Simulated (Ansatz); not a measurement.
# C₃H₈BNSi: one species, many methods

One table from this session's results is given with a row withheld; the runs are named, their logs left out.

Program: Ansatz 0.2.0, Gaussian basis. Level of theory: functionals in def2-TZVPP, the program's frozen cores in correlated methods. These are calculated values, not measurements.

Plan: PBE-D4, r2SCAN-D4, PBE0-D4, B3LYP-D4, ωB97X-V, ωB97M-V, B2PLYP; CCSD(T)/def2-TZVPP; MP2/def2-QZVPP; extrapolation to the limit.

## The relaxed structure

All runs share one geometry, relaxed beforehand with PBE0-D4 in a triple-zeta def2 set.

SMILES `BC1=NC([SiH3])C1`, 14 atoms, charge 0, spin multiplicity 1.

Atoms are counted from 1 here; the program's logs count them from 0.

Bond lengths: B1–C2 1.544 Å, B1–H7 1.193 Å, B1–H8 1.195 Å, C2–N3 1.304 Å, C2–C6 1.508 Å, N3–C4 1.472 Å, C4–Si5 1.889 Å, C4–C6 1.548 Å, C4–H9 1.096 Å, Si5–H10 1.484 Å, Si5–H11 1.488 Å, Si5–H12 1.486 Å, C6–H13 1.092 Å, C6–H14 1.094 Å. Angles: C2–B1–H7 118.4°, C2–B1–H8 120.7°, H7–B1–H8 120.8°, B1–C2–N3 125.3°, B1–C2–C6 137.4°, N3–C2–C6 97.3°, C2–N3–C4 92.0°, N3–C4–Si5 112.3°, N3–C4–C6 88.9°, N3–C4–H9 112.3°, Si5–C4–C6 116.5°, Si5–C4–H9 109.0°, C6–C4–H9 116.6°, C4–Si5–H10 110.7°, C4–Si5–H11 108.7°, C4–Si5–H12 108.6°, H10–Si5–H11 109.5°, H10–Si5–H12 110.1° and more.

Coordinates:

```xyz
14

B    -2.0821   -0.4186    1.6759
C    -0.8707    0.0786    0.8588
N    -0.9378    0.7861   -0.2341
C     0.5254    0.7693   -0.3947
Si    1.0659   -0.1433   -1.9583
C     0.6321   -0.0161    0.9344
H    -3.1756   -0.1010    1.3211
H    -1.9266   -1.1035    2.6431
H     0.9536    1.7783   -0.4038
H     0.5942    0.5698   -3.1713
H     2.5515   -0.2219   -1.9750
H     0.5017   -1.5178   -1.9226
H     1.0927    0.5313    1.7598
H     1.0624   -1.0206    0.8954
```

Set-up of the first run:

in.yaml

```yaml
crystal:
  periodic: [false, false, false]
  atoms:
    - {symbol: B, position_ang: [-2.082137, -0.418575, 1.675925]}
    - {symbol: C, position_ang: [-0.870691, 0.078624, 0.858840]}
    - {symbol: N, position_ang: [-0.937823, 0.786117, -0.234148]}
    - {symbol: C, position_ang: [0.525377, 0.769298, -0.394734]}
    - {symbol: Si, position_ang: [1.065915, -0.143254, -1.958296]}
    - {symbol: C, position_ang: [0.632053, -0.016051, 0.934407]}
    - {symbol: H, position_ang: [-3.175589, -0.100985, 1.321148]}
    - {symbol: H, position_ang: [-1.926607, -1.103498, 2.643086]}
    - {symbol: H, position_ang: [0.953643, 1.778258, -0.403795]}
    - {symbol: H, position_ang: [0.594249, 0.569758, -3.171322]}
    - {symbol: H, position_ang: [2.551497, -0.221909, -1.974953]}
    - {symbol: H, position_ang: [0.501740, -1.517757, -1.922562]}
    - {symbol: H, position_ang: [1.092740, 0.531252, 1.759770]}
    - {symbol: H, position_ang: [1.062434, -1.020577, 0.895435]}
basis:
  gaussian: {orbitals: def2-TZVPP}
hamiltonian: {xc: pbe, dispersion: d4}
output: {forces: true, orbitals: {seedname: orbitals}}
```

Launch:

```sh
$ ansatz run in.yaml --threads 4 --pin off --events-out ev --progress --plain --max-ram 10444MiB
```

Steps of the session up to this table: PBE-D4 (GGA); r2SCAN-D4 (meta-GGA); PBE0-D4 (hybrid); B3LYP-D4 (hybrid); ωB97X-V (range-separated); ωB97M-V (range-separated); B2PLYP (double hybrid); CCSD(T) in def2-TZVPP; MP2 in def2-QZVPP.

One of the session's tables, all rows but one given; the rest of the session is left out.

```
            method  atomisation energy (kcal/mol)
            PBE-D4                         1290.4
         r2SCAN-D4                         1262.7
           PBE0-D4                         1269.0
          B3LYP-D4                         1263.8
           ωB97X-V                         1266.5
           ωB97M-V                         1265.3
            B2PLYP                         1248.0
     HF/def2-TZVPP                          918.5
    MP2/def2-TZVPP                         1243.3
   CCSD/def2-TZVPP                         1204.1
CCSD(T)/def2-TZVPP                         1224.2
           MP2/CBS                              ?
       CCSD(T)/CBS                         1255.5
```

**Question.** Estimate the row for MP2/CBS.

**Answer.** atomisation energy (kcal/mol): 1274.6. In the column «atomisation energy (kcal/mol)» it lies between PBE0-D4 (1269.0) and PBE-D4 (1290.4).
